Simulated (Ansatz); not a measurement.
# BFHN + NH3: a complex and its separated parts

Aim: how far the complex at one end of a reaction step lies below its separated, relaxed parts, level by level.

Program: Ansatz 0.2.0, Gaussian basis. Level of theory: PBE0-D4/def2-TZVP structures, single points in def2-TZVPP, no counterpoise correction. These are calculated values, not measurements.

Levels: SPW92, PBE-D4, BLYP-D4, r2SCAN-D4, B97M-V, PBE0-D4, B3LYP-D4, r2SCAN0-D4, BHLYP-D4, CAM-B3LYP-D4, wB97X-V, wB97M-V, B2PLYP, PBE-QIDH, RPA on PBE, Hartree-Fock, MP2, CCSD, CCSD(T).

Correlated methods freeze the cores. B3LYP uses VWN-RPA correlation. B2PLYP carries no dispersion term here.

56 further runs of the same task are left out: 56 set aside as unsound or not needed.

## Step 1: The system as given

The complex: 8 atoms, charge 0, spin multiplicity 1.

Atoms are counted from 1 here; the program's logs count them from 0.

Bond lengths: B1–N2 1.617 Å, B1–N3 1.323 Å, B1–F5 1.359 Å, N2–H4 1.018 Å, N2–H6 1.016 Å, N2–H7 1.016 Å, N3–H8 1.011 Å. Angles: N2–B1–N3 111.8°, N2–B1–F5 107.2°, N3–B1–F5 140.9°, B1–N2–H4 102.4°, B1–N2–H6 113.3°, B1–N2–H7 113.3°, H4–N2–H6 109.9°, H4–N2–H7 109.9°, H6–N2–H7 107.9°, B1–N3–H8 118.2°.

As a file:

```mol
BFH4N2
  3D, bonds by distance, orders not assigned

  8  7  0  0  0  0  0  0  0  0999 V2000
   -0.5936    0.0787   -0.2786 B   0  0
    0.9640    0.2027    0.1384 N   0  0
   -1.2129   -0.8678    0.4082 N   0  0
    1.0568   -0.5158    0.8533 H   0  0
   -0.8279    1.0082   -1.2423 F   0  0
    1.2053    1.1106    0.5265 H   0  0
    1.6021    0.0117   -0.6294 H   0  0
   -2.1938   -1.0283    0.2239 H   0  0
  1  2  8  0
  1  3  8  0
  1  5  8  0
  2  4  8  0
  2  6  8  0
  2  7  8  0
  3  8  8  0
M  END
```

Its parts: BFHN holds atoms 1, 3, 5, 8; NH3 holds atoms 2, 4, 6, 7. Each part counts its atoms afresh in its own runs.

## Step 2: Relaxing BFHN alone

relax-a/in.yaml

```yaml
crystal:
  periodic: [false, false, false]
  atoms:
    - {symbol: B, position_ang: [-0.593551, 0.078716, -0.278608]}
    - {symbol: N, position_ang: [-1.212893, -0.867840, 0.408236]}
    - {symbol: F, position_ang: [-0.827898, 1.008170, -1.242287]}
    - {symbol: H, position_ang: [-2.193794, -1.028274, 0.223884]}
basis:
  gaussian: {orbitals: def2-TZVP}
hamiltonian: {xc: pbe0, dispersion: d4}
relax: {f_tol: 0.005, max_steps: 200}
```

The run is started by

```sh
ansatz run in.yaml --threads 2 --pin off --events-out ev --progress --plain --max-ram 4352MiB
```

After this run come: Relaxing NH3 alone; SPW92/def2-TZVPP; PBE-D4/def2-TZVPP; BLYP-D4/def2-TZVPP; r2SCAN-D4/def2-TZVPP; B97M-V/def2-TZVPP; PBE0-D4/def2-TZVPP; B3LYP-D4/def2-TZVPP; r2SCAN0-D4/def2-TZVPP; BHLYP-D4/def2-TZVPP; CAM-B3LYP-D4/def2-TZVPP; wB97X-V/def2-TZVPP; wB97M-V/def2-TZVPP; B2PLYP/def2-TZVPP; PBE-QIDH/def2-TZVPP; RPA on PBE/def2-TZVPP; CCSD(T)/def2-TZVPP; Vibrations of BFHN; Vibrations of NH3.

What does the calculation give? Wanted: complex less parts, CCSD(T)/def2-TZVPP; with zero-point energy; largest T1 diagnostic.

As calculated:

| quantity | value |
| --- | --- |
| complex less parts, CCSD(T)/def2-TZVPP | -19.6 kcal/mol |
| with zero-point energy | -15.0 kcal/mol |
| largest T1 diagnostic | 0.013 |

**Reading.** At CCSD(T) the complex lies 19.6 kcal/mol below its parts. Among the functionals CAM-B3LYP-D4 lands nearest to CCSD(T) (+0.2 kcal/mol) and SPW92 farthest (-9.4 kcal/mol). Mean unsigned error by rung: LDA 9.4, GGA 2.2, meta-GGA 1.2, hybrid 1.7, range-separated hybrid 0.5, double hybrid 2.1 kcal/mol. PBE-D4 gives a relative energy 1.6 kcal/mol too low, outside chemical accuracy (1 kcal/mol). No counterpoise was applied, and triple zeta lacks some correlation, so the CCSD(T) reference has a basis error of its own, and close matches with it are partly luck.
